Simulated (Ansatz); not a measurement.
# BFHTe radical: single points off equilibrium

One table from this session's results is given with a row withheld; the runs are named, their logs left out.

The runs use Ansatz 0.2.0, Gaussian basis; single points in def2-TZVPP.

Correlated methods freeze the cores. Filled d shells of the heavier atoms are correlated. Core potentials replace the inner electrons past krypton, and spin-orbit coupling is left out. Orbitals are unrestricted.

## The system as given

SMILES `FB[Te]`, 4 atoms, charge 0, spin multiplicity 2.

Atoms are counted from 1 here; the program's logs count them from 0.

Bond lengths: F1–B2 1.330 Å, B2–Te3 2.212 Å, B2–H4 1.216 Å. Angles: F1–B2–Te3 121.8°, F1–B2–H4 120.1°, Te3–B2–H4 118.0°.

Coordinates:

```xyz
4
BFHTe
F    -0.1457    0.9536   -1.0332
B    -0.2061    0.0393   -0.0689
Te    1.5951   -1.0361    0.6342
H    -1.2738   -0.2368    0.4442
```

Set-up of the first run:

Input file run/in.yaml:

```yaml
crystal:
  periodic: [false, false, false]
  atoms:
    - {symbol: F, position_ang: [-0.145700, 0.953600, -1.033200]}
    - {symbol: B, position_ang: [-0.206100, 0.039300, -0.068900]}
    - {symbol: Te, position_ang: [1.595100, -1.036100, 0.634200]}
    - {symbol: H, position_ang: [-1.273800, -0.236800, 0.444200]}
basis:
  gaussian: {orbitals: def2-TZVPP}
magnetization: {spin_polarized: true, initial_magnetization: 1}
correlation: {method: ccsd_t}
scf: {omitted_lower_state_checks: [cluster_reference]}
output: {forces: true}
```

No record of the launch command was kept for these runs.

Steps of the session up to this table: CCSD(T)/def2-TZVPP; PBE0-D4/def2-TZVPP; wB97M-V/def2-TZVPP; r2SCAN-D4/def2-TZVPP; PBE-D4/def2-TZVPP; CAM-B3LYP-D4/def2-TZVPP; wB97X-V/def2-TZVPP.

One table of the session follows, with a row left open; its other results are not shown here.

```
      method  RMS force component (eV/Å)  angle to CCSD(T) forces (°)  dipole (D)
     CCSD(T)                       0.359                    reference        0.71
     PBE0-D4                       0.380                         19.2        0.70
     wB97M-V                       0.395                          4.6        0.62
   r2SCAN-D4                       0.339                         10.6        0.64
      PBE-D4                       0.288                         23.1        0.66
CAM-B3LYP-D4                           ?                            ?           ?
     wB97X-V                       0.369                          6.4        0.64
```

**Question.** Estimate the row for CAM-B3LYP-D4.

As computed: RMS force component (eV/Å): 0.403; angle to CCSD(T) forces (°): 16.2; dipole (D): 0.71. In the column «RMS force component (eV/Å)» it is the highest.
